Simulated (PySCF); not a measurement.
# CH5BFOP: the cost of one run

The runs use PySCF 2.14.0, with density-fitted response routines of our own; the level of theory stands in each step. All values are computed, except where a source is named. Atoms are numbered from 0 throughout.

**1. Starting geometry**

10 atoms, charge 0, multiplicity 1; geometry from: GFN2-xTB. The atoms were then displaced at random by about 0.01 Å, so the start is not that level's minimum.

Bonds of the start (Å): C0–O1 1.39, O1–B2 1.31, B2–F3 1.34, B2–P4 1.93, C0–H5 1.08, C0–H6 1.09, C0–H7 1.12, P4–H8 1.39, P4–H9 1.40.

**2. Geometry optimisation at PBE0-D3(BJ)/def2-SVP**

Job settings and geometry (Å):

```
{"job": {"xc": "PBE0", "basis": "def2-SVP", "d3": "d3bj", "grid": 1, "shake": 0.01, "kind": "geom"}, "charge": 0, "multiplicity": 1}
C     -1.739440    -0.186430     0.189430
O     -0.414500    -0.466830    -0.121600
B      0.558760     0.410370    -0.223340
F      0.392020     1.721320    -0.013690
P      2.295890    -0.222720    -0.782950
H     -2.045340    -0.725130     1.069570
H     -2.365700    -0.477050    -0.658170
H     -1.881100     0.910920     0.363220
H      2.231310    -1.408370    -0.069810
H      3.018520     0.422980     0.226280
```

On the command line:

```console
$ OMP_NUM_THREADS=1 python probes_run.py task.json out
```

The driver reads the jobs from task.json and runs them one after another.

Q: Estimate the wall time and peak memory of this first job on 1 thread of Arm Neoverse V1, shared host.

About 20 s, with a peak of 0.4 GiB.
